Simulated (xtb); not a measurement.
# AlH2S2F (SMILES [F][Al]([SH])[SH]) at GFN2-xTB

Wanted: a geometry optimisation of AlH2S2F. 

The calculation is run with xtb 6.7.1 later snapshot.

5 further runs of the same task are left out: 1 that didn't finish, 4 set aside as unsound or not needed.

## (1) The system as given

AlH2S2F: 6 atoms, total charge 0, spin state singlet. As SMILES, `[F][Al]([SH])[SH]`. Geometry: a GFN2-xTB relaxation, a rough one for these elements and not checked as a minimum. This is one conformer, not always the lowest. The run starts from this shape.

Bond lengths: F1–Al2 1.655 Å, Al2–S3 2.186 Å, Al2–S4 2.186 Å, S3–H5 1.331 Å, S4–H6 1.330 Å. Angles: F1–Al2–S3 117.4°, F1–Al2–S4 117.4°, S3–Al2–S4 125.3°, Al2–S3–H5 90.3°, Al2–S4–H6 90.5°.

## (2) A geometry optimisation at GFN2-xTB

Contents of xtb.inp:

```
$chrg 0
$spin 0
$end
```

Contents of mol.coord:

```
$coord
     -1.400400441915     -2.734962825648     -0.594715708681  f
      0.000529123315     -0.001833034341     -0.006538452391  al
      4.129051582307      0.030670255003      0.099153929759  s
     -2.428411453712      3.282983401790      0.605165894150  s
      4.173856988722     -2.422307638329     -0.459014475672  h
     -4.474625798718      1.845468738787      0.355948812835  h
$end
```

Started as:

```
$ xtb mol.coord --input xtb.inp -o vtight | tee out.txt
```

What values should one expect? Wanted: total energy at the end; dipole moment; HOMO energy; LUMO energy; HOMO–LUMO gap; dispersion energy; mean polarisability.

Computed results:

At GFN2-xTB:

| quantity | value |
| --- | --- |
| total energy at the end | -13.46792 Eh |
| dipole moment | 1.66 D |
| HOMO energy | -11.21 eV |
| LUMO energy | -7.63 eV |
| HOMO–LUMO gap | 3.57 eV |
| dispersion energy | -9.22 kJ/mol |
| mean polarisability (D4 model) | 70.4 bohr³ |

**Reading.** At the final geometry: Bond lengths: F1–Al2 1.655 Å, Al2–S3 2.186 Å, Al2–S4 2.186 Å, S3–H5 1.331 Å, S4–H6 1.331 Å. Angles: F1–Al2–S3 117.4°, F1–Al2–S4 117.4°, S3–Al2–S4 125.2°, Al2–S3–H5 90.4°, Al2–S4–H6 90.4°. The optimisation took 7 steps and changed the energy by -0.000 eV. Mulliken charges run from -0.28 on F1 to +0.44 on Al2.
